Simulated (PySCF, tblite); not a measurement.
# C7H16SSi: geometry, infrared bands and NMR shifts

Wanted: the infrared bands and NMR shifts of C7H16SSi (`CC[C@@]1([SiH3])CCCSC1`), by calculation.

Programs: tblite 0.8.0 and PySCF 2.14.0, with density-fitted response routines of our own. Each step states its level of theory. These are calculated values for one molecule in the gas phase, unless marked as measured. Atoms count from 0, in the outputs and in this text.

## (1) Starting geometry

25 atoms, charge 0, multiplicity 1; geometry from: force field or distance geometry start.

Bonds of the start (Å): C0–C1 1.52, C1–C2 1.58, C2–Si3 2.05, C2–C4 1.55, C4–C5 1.53, C5–C6 1.53, C6–S7 1.81, S7–C8 1.82, C8–C2 1.55, C0–H9 1.09, C0–H10 1.10, C0–H11 1.10, C1–H12 1.09, C1–H13 1.10, Si3–H14 1.49, Si3–H15 1.50, Si3–H16 1.47, C4–H17 1.09, C4–H18 1.09, C5–H19 1.09, C5–H20 1.10, C6–H21 1.10, C6–H22 1.09, C8–H23 1.10, C8–H24 1.10.

## (2) Relaxing the molecule with GFN2-xTB

The job: settings as JSON, then the geometry in Å.

```
{"job": {"kind": "relax", "xc": "GFN2-xTB", "basis": "xTB"}, "charge": 0, "multiplicity": 1}
C     -1.816300    -0.987400    -1.410900
C     -0.762000     0.110500    -1.376000
C     -0.242600     0.526600     0.059700
Si    -1.729900     1.574500     0.995200
C      0.143000    -0.676000     0.964400
C      1.343400    -1.465300     0.441600
C      2.621200    -0.627200     0.373500
S      2.464500     0.781900    -0.750500
C      0.947900     1.518200    -0.067300
H     -1.452700    -1.933100    -1.009700
H     -2.126300    -1.165800    -2.450300
H     -2.728100    -0.710100    -0.853700
H     -1.148300     0.988900    -1.885300
H      0.087100    -0.255900    -1.973100
H     -2.871200     0.654500     1.246700
H     -1.176200     2.059300     2.302200
H     -2.121200     2.704100     0.133600
H      0.378400    -0.322900     1.969700
H     -0.704400    -1.356000     1.086300
H      1.134900    -1.905500    -0.528500
H      1.520500    -2.300300     1.129400
H      2.888200    -0.251500     1.371500
H      3.457700    -1.244300     0.042100
H      0.670000     2.360700    -0.713700
H      1.211600     1.946200     0.912200
```

Launch:

```console
$ OMP_NUM_THREADS=1 python probes_run.py task.json out
```

The driver reads the jobs from task.json and runs them one after another.

**Question.** This job is followed by: GFN2-xTB harmonic vibrations, gas phase; GIAO PBE0/pcSseg-1 NMR shielding, non-relativistic, gas phase. What will the session give for the following? strongest single infrared mode (GFN2-xTB); zero-point energy (GFN2-xTB); 13C shifts against TMS (PBE0/pcSseg-1); 1H shifts against TMS (PBE0/pcSseg-1, means over atoms taken as alike); 29Si shifts against TMS (PBE0/pcSseg-1); 33S shifts against CS2 (PBE0/pcSseg-1).

The runs gave:

```
                                                              quantity                                                                       value
                             strongest single infrared mode (GFN2-xTB)                                                       2259 cm⁻¹, 347 km/mol
                                          zero-point energy (GFN2-xTB)                                                              131.9 kcal/mol
                                13C shifts against TMS (PBE0/pcSseg-1)                                46.0, 36.4, 32.0, 28.9, 26.9, 24.4, 11.9 ppm
1H shifts against TMS (PBE0/pcSseg-1, means over atoms taken as alike)  3.63, 3.27, 3.05, 2.60, 2.44, 2.32, 1.87, 1.85, 1.53, 1.21, 1.08, 1.00 ppm
                               29Si shifts against TMS (PBE0/pcSseg-1)                                                                   -50.2 ppm
                                33S shifts against CS2 (PBE0/pcSseg-1)                                                                     -47 ppm
```

Over 93 steps the energy fell by 0.262 eV; of the close pairs, C2–Si3 changed most, 2.046 to 1.924 Å. No mode is imaginary among the 69: a minimum at this level. The strongest single mode, at 2259 cm⁻¹, moves mainly H15. Unscaled tight-binding wavenumbers are off by several per cent, some by more. Its intensities can rank the bands wrongly. At PBE0/pcSseg-1: The largest span, 295 ppm, is at S7, where the paramagnetic term is -505 ppm.
